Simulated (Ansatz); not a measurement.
Wanted: the native input for an Ansatz 0.2.0 run.

| Item | Value |
| --- | --- |
| Task | single point |
| Functional | PBE |
| Potentials or basis | Ansatz PAW |
| Cutoff | 420 eV (not typed: the program's choice for these potentials) |
| k mesh | 15 × 15 × 15 |
| Occupations | fermi-dirac, width 0.05 eV |
| Spin | no spin polarisation |

Crystal: BC5.

```
C B
1.0
    -1.25802    1.25802    5.70488
     1.25802   -1.25802    5.70488
     1.25802    1.25802   -5.70488
C B
5 1
Direct
  0.08012 0.58012 0.50000
  0.41988 0.91988 0.50000
  0.50000 0.50000 0.00000
  0.15628 0.15628 0.00000
  0.84372 0.84372 0.00000
  0.75000 0.25000 0.50000
```

The cell comes from a database or a generator and needn't be the stable form of this composition.

The input as run:

input.yaml

```yaml
crystal:
  lattice:
    - [-1.258025, 1.258025, 5.704881]
    - [1.258025, -1.258025, 5.704881]
    - [1.258025, 1.258025, -5.704881]
  atoms:
    - { symbol: C, position: [0.080116, 0.580116, 0.5] }
    - { symbol: C, position: [0.419884, 0.919884, 0.5] }
    - { symbol: C, position: [0.5, 0.5, 0.0] }
    - { symbol: C, position: [0.156281, 0.156281, 0.0] }
    - { symbol: C, position: [0.843719, 0.843719, 0.0] }
    - { symbol: B, position: [0.75, 0.25, 0.5] }
hamiltonian:
  xc: pbe
  pseudopotentials: { kind: paw }
kpoints:
  mp_grid: { grid: [15, 15, 15] }
scf:
  occupations: { method: fermi_dirac, width: 0.05 }
output:
  forces: true
  stress: true
  eigenvalues: true
  write_density: true
  write_potential: true
  elf: true
  volumetric_format: npy
```

Potentials or basis: Ansatz PAW.

Command:

```console
$ ansatz run input.yaml --threads 2 --pin off --max-ram 5120MiB --backend cpu --events-out ev --progress --plain --runs-dir out
```

Results of the run:

- Pressure: -0.8 GPa
- Largest force: 0.030 eV/Å
- Band gap on the k mesh: none (metal or under the smearing width)

Caveat: the pressure holds a Pulay correction of +0.9 GPa for the finite cutoff.

Run time: 15 s on 2 threads of AMD EPYC 7R43 64-Core Processor (Zen 3), on a shared host, peak memory 0.5 GiB.
